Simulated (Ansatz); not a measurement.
# H4O2Sn: the cost of one run

Program: Ansatz 0.2.0. Level of theory: RKS PBE-D4/def2-SVP. These are calculated values, not measurements.

## Step 1: The system as given

Bond lengths: Sn1–H2 1.740 Å, Sn1–O3 1.960 Å, O3–H4 1.010 Å, Sn1–H5 1.739 Å, Sn1–O6 1.959 Å, O6–H7 1.010 Å. Angles: H2–Sn1–O3 109.4°, H2–Sn1–H5 109.5°, H2–Sn1–O6 109.5°, O3–Sn1–H5 109.5°, O3–Sn1–O6 109.5°, H5–Sn1–O6 109.5°, Sn1–O3–H4 109.5°, Sn1–O6–H7 109.5°.

Coordinates:

```xyz
7

Sn    0.0000    0.0000    0.0000
H     0.0000    0.0000    1.7400
O     1.8483    0.0000   -0.6527
H     2.1646   -0.9521   -0.7693
H    -0.8195    1.4198   -0.5794
O    -0.9232   -1.5994   -0.6527
H    -1.3778   -2.0650    0.1197
```

## Step 2: Preparing the start

input.yaml

```yaml
crystal:
  periodic: [false, false, false]
  atoms:
    - { symbol: Sn, position_ang: [0.0, 0.0, 0.0] }
    - { symbol: H, position_ang: [0.0, 0.0, 1.74] }
    - { symbol: O, position_ang: [1.8483, 0.0, -0.6527] }
    - { symbol: H, position_ang: [2.1646, -0.9521, -0.7693] }
    - { symbol: H, position_ang: [-0.8195, 1.4198, -0.5794] }
    - { symbol: O, position_ang: [-0.9232, -1.5994, -0.6527] }
    - { symbol: H, position_ang: [-1.3778, -2.065, 0.1197] }
basis:
  gaussian: { orbitals: def2-SVP }
hamiltonian:
  xc: pbe
  dispersion: d4
relax:
  f_tol: 0.02
  max_steps: 40
```

The run is started by

```
ansatz run input.yaml --threads 1 --pin off --max-ram 2048MiB --backend cpu --events-out ev --progress --plain --runs-dir out
```

Q: Estimate wall time and peak memory on 1 thread of Arm Neoverse V2, shared host.

About 31 s, with a peak of 0.12 GiB.
